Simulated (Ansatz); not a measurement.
# CdF2: the crystal squeezed far

The task here is to estimate one member of a computed series from the others.

Computed with Ansatz 0.2.0 (DFT LDA, with the methods named in each step, unless a step's input says otherwise).

## The starting structure

Symmetry: Fm-3m, No. 225, cubic system. Conventional cell: a = 5.388 Å, b = 5.388 Å, c = 5.388 Å, α = 90.00°, β = 90.00°, γ = 90.00°. Cd (site symmetry m-3m) has 8 F at 2.33 Å as nearest neighbours. F (site symmetry -43m) is surrounded by 4 Cd at 2.33 Å.

As a file:

```
CELL_PARAMETERS angstrom
0.00000 2.69400 2.69400
2.69400 0.00000 2.69400
2.69400 2.69400 0.00000
ATOMIC_POSITIONS crystal
Cd 0.00000 0.00000 0.00000
F 0.25000 0.25000 0.25000
F 0.75000 0.75000 0.75000
```

Whether this phase is the stable one at these pressures isn't tested.

Atoms are numbered in the order of the input: Cd1, F2, F3.

Set-up of the first run:

File input.yaml:

```yaml
crystal:
  lattice:
    - [0.0, 2.694, 2.694]
    - [2.694, 0.0, 2.694]
    - [2.694, 2.694, 0.0]
  atoms:
    - { symbol: Cd, position: [0.0, 0.0, 0.0] }
    - { symbol: F, position: [0.25, 0.25, 0.25] }
    - { symbol: F, position: [0.75, 0.75, 0.75] }
kpoints:
  mp_grid: { grid: [9, 9, 9] }
  band_path:
    path:
      - [0.0, 0.0, 0.0]
      - [0.5, 0.0, 0.5]
      - [0.625, 0.25, 0.625]
      - [0.375, 0.375, 0.75]
      - [0.0, 0.0, 0.0]
      - [0.5, 0.5, 0.5]
      - [0.5, 0.25, 0.75]
      - [0.5, 0.0, 0.5]
    npoints: 14
scf:
  occupations: { method: fermi_dirac, width: 0.03 }
hamiltonian:
  xc: lda
  pseudopotentials: { kind: all_electron, lapw: { basis_error: 0.001 } }
output:
  forces: true
  stress: true
  eigenvalues: true
  populations: true
```

The run is started by

```sh
$ ansatz run input.yaml --threads 1 --pin off --max-ram 3072MiB --backend cpu --events-out ev --progress --plain --runs-dir out
```

Steps of the session up to this table: The reference volume, LAPW; Volume scaled by 1, crystal datasets; Volume scaled by 0.85, LAPW; Volume scaled by 0.7, LAPW; Volume scaled by 0.4, LAPW; Volume scaled by 0.4, crystal datasets.

One table of the session follows, with a row left open; its other results are not shown here.

| method | volume over the first | volume (Å³/atom) | pressure (GPa) | gap on the k mesh (eV) |
| --- | --- | --- | --- | --- |
| LAPW | 1 | 13.035 | -5.67 | 2.82 |
| LAPW | 0.85 | 11.080 | 18.66 | 3.41 |
| LAPW | 0.7 | 9.124 | 81.27 | 3.98 |
| LAPW | 0.4 | 5.214 | 844.61 | 4.70 |
| PAW | 1 | 13.035 | -5.70 | 2.84 |
| PAW | 0.85 | 11.080 | 18.55 | 3.43 |
| PAW | 0.7 | ? | ? | ? |
| PAW | 0.4 | 5.214 | 846.77 | 4.67 |
| crystal datasets | 1 | 13.035 | -5.67 | 2.82 |
| crystal datasets | 0.4 | 5.214 | 844.62 | 4.70 |

Estimate the missing values for PAW, 0.7.

**Answer.** volume (Å³/atom): 9.124; pressure (GPa): 81.09; gap on the k mesh (eV): 4.01.

Caveats from the session: Rows by PAW come from runs of the same series that aren't printed here. Warnings in the runs' records: gradients without spin orbit, crystal datasets made.
